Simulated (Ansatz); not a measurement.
Geometry optimisation, DFT PBE-D3(BJ), scalar-relativistic, plane waves, PAW (Ansatz 0.2.0).

Input:

```yaml
crystal:
  lattice:
    - [8.185468, 0.0, 0.0]
    - [4.092734, 7.088823, 0.0]
    - [0.0, 0.0, 18.012555]
  atoms:
    - { symbol: La, position: [0.0, 0.0, 0.05551683] }
    - { symbol: S, position: [0.33333332, 0.83333337, 0.14827723] }
    - { symbol: La, position: [-1.0e-08, 0.50000002, 0.05551683] }
    - { symbol: S, position: [0.33333333, 0.33333335, 0.14827723] }
    - { symbol: La, position: [0.50000001, 0.0, 0.05551683] }
    - { symbol: S, position: [0.83333333, 0.83333337, 0.14827723] }
    - { symbol: La, position: [0.5, 0.50000002, 0.05551683] }
    - { symbol: S, position: [0.83333334, 0.33333335, 0.14827723] }
    - { symbol: La, position: [0.66666666, 0.6666667, 0.24103762] }
    - { symbol: S, position: [-1.0e-08, 0.50000002, 0.33379801] }
    - { symbol: La, position: [0.66666667, 0.16666667, 0.24103762] }
    - { symbol: S, position: [1.0, 1.00000004, 0.33379801] }
    - { symbol: La, position: [0.16666666, 0.6666667, 0.24103762] }
    - { symbol: S, position: [0.5, 0.50000002, 0.33379801] }
    - { symbol: La, position: [0.16666667, 0.16666667, 0.24103762] }
    - { symbol: S, position: [0.50000001, 0.0, 0.33379801] }
    - { symbol: C, position: [0.5, 0.25000001, 0.38820451] }
    - { symbol: O, position: [0.16666667, 0.16666667, 0.39653203] }
    - { symbol: O, position: [0.58552248, 0.08498822, 0.40485956] }
basis:
  ecutwfc: 420.0
kpoints:
  mp_grid: { grid: [2, 2, 1] }
hamiltonian:
  xc: pbe
  dispersion: d3bj
scf:
  occupations: { method: gaussian, width: 0.05 }
  lower_state_search: "off"
relax:
  f_tol: 0.03
  max_steps: 60
  adjacent_minimum: "off"
  constraints: [{ sites: [0, 2, 4, 6] }]
```

Command:

```bash
$ ansatz run input.yaml --threads 2 --pin off --max-ram 5120MiB --backend cpu --events-out ev --progress --plain --runs-dir out
```

Question: Where does it end, and by what steps?

Answer: The forces met the threshold. The force dipped under the threshold on the way, but the program's further checks kept it going. Limits of this set-up: coarse k mesh, thin slab, slab without dipole correction. After 29 steps the energy has fallen by 9.106 eV; C17 moved furthest, 2.33 Å. Parted: La11–C17, S16–O19. Joined: S10–O18.

```
step  energy less start (eV)  largest force component (eV/Å)  accepted
   0                  0.0000                           3.965       yes
   2                 -4.2422                           6.650       yes
   4                 -6.1729                           5.124       yes
   6                 -7.6147                           3.047       yes
   8                 -8.6048                           1.864       yes
  10                 -8.9839                           0.834       yes
  12                 -9.0678                           0.681       yes
  14                 -9.0814                           0.061       yes
  16                 -9.0852                           0.082       yes
  18                 -9.0860                           0.848       yes
  20                 -9.0934                           0.064       yes
  22                 -9.1010                           0.468       yes
  24                 -9.1043                           0.038       yes
  26                 -9.1059                           0.021       yes
  28                 -9.1063                           0.023       yes
  29                 -9.1063                           0.023       yes
```

```xyz
19
Lattice="8.1855 0.0000 0.0000 4.0927 7.0888 0.0000 0.0000 0.0000 18.0126" Properties=species:S:1:pos:R:3
La 0.000 0.000 1.000
S 6.136 5.976 2.676
La 2.046 3.544 1.000
S 4.053 2.357 2.723
La 4.093 0.000 1.000
S 10.236 5.909 2.687
La 6.139 3.544 1.000
S 8.227 2.346 2.718
La 8.128 4.753 4.466
S 2.017 3.927 6.218
La 6.142 1.166 4.560
S 12.200 7.028 5.967
La 4.144 4.762 4.498
S 6.143 3.542 5.908
La 2.052 1.335 4.989
S 4.182 -0.082 5.953
C 4.372 2.976 8.845
O 2.131 2.438 6.902
O 4.666 1.921 9.152
```

Whether the end is a true minimum wasn't checked by a vibrational analysis.

The run took 2.8 min on 2 threads of AMD EPYC 9R45 96-Core Processor (Zen 5), on a shared host, peak memory 1.9 GiB.
